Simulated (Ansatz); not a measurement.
The system is Ba2Tl5V3O12.

```
Ba V Tl O
1.0
     6.48991   -6.67692   -0.04765
     6.48991    6.67692   -0.04765
    -1.96739    0.00000    5.75220
Ba V Tl O
2 3 5 12
Cartesian
  6.4899 0.2782 -0.0476
  6.4899 -3.9079 -0.0476
  9.8970 1.9304 1.4039
  1.1155 1.9304 4.2530
  5.5062 -0.9938 2.8285
  7.5378 2.3899 3.6011
  3.4747 2.3899 2.0558
  5.5062 6.4755 2.8285
  2.4016 -1.2210 1.2385
  8.6109 -1.2210 4.4184
  0.8627 1.7317 2.5341
  6.4815 0.0639 3.8372
  7.0413 -3.2392 4.8045
  8.1926 1.8299 1.1215
  6.5476 -1.8120 1.7511
  0.1757 0.7388 5.0824
  4.4649 -1.8120 3.9058
  10.8367 0.7388 0.5745
  3.9711 -3.2392 0.8524
  2.8198 1.8299 4.5354
  10.1497 1.7317 3.1228
  4.5309 0.0639 1.8197
```

The cell was built by a generator and needn't be a form met in nature.

Base run:

| Quantity | Value |
| --- | --- |
| Program | Ansatz 0.2.0 |
| Functional | PBEsol |
| Potentials or basis | Ansatz PAW |
| Cutoff | 420 eV |
| Density cutoff | 1680 eV |
| k mesh | 3 × 3 × 5 |
| Occupations | fermi-dirac, width 0.05 eV |
| Spin | collinear spin, ferromagnetic start |
| Starting moments | [0.0, 0.0, 2.0, 2.0, 2.0, 0.0, 0.0, 0.0, 0.0, 0.0, 0.0, 0.0, 0.0, 0.0, 0.0, 0.0, 0.0, 0.0, 0.0, 0.0, 0.0, 0.0] μB |

Its results: band gap on the k mesh 2.86 eV, indirect (least direct gap 2.91 eV); pressure -2.7 GPa; net moment 0.00 μB per cell; largest force 0.320 eV/Å.

Question: The run is repeated on the same cell with these changes: functional from PBEsol to RPBE. What comes out?

Answer: Band gap on the k mesh 3.00 eV, indirect (least direct gap 3.05 eV); pressure 2.3 GPa; net moment 0.00 μB per cell; largest force 0.199 eV/Å.

RPBE binds less tightly than PBEsol, so the same cell stands under more pressure.

Caveats: spin-orbit coupling is left out, which as a rule narrows the gap of such compounds by several tenths of an eV; the PAW data sets come from PBE, with cores solved anew for the run's functional, which leaves a small shift of forces and pressure; the potentials were made for another functional, which shifts forces and pressure (some runs).

Not every run made on this cell is shown here.
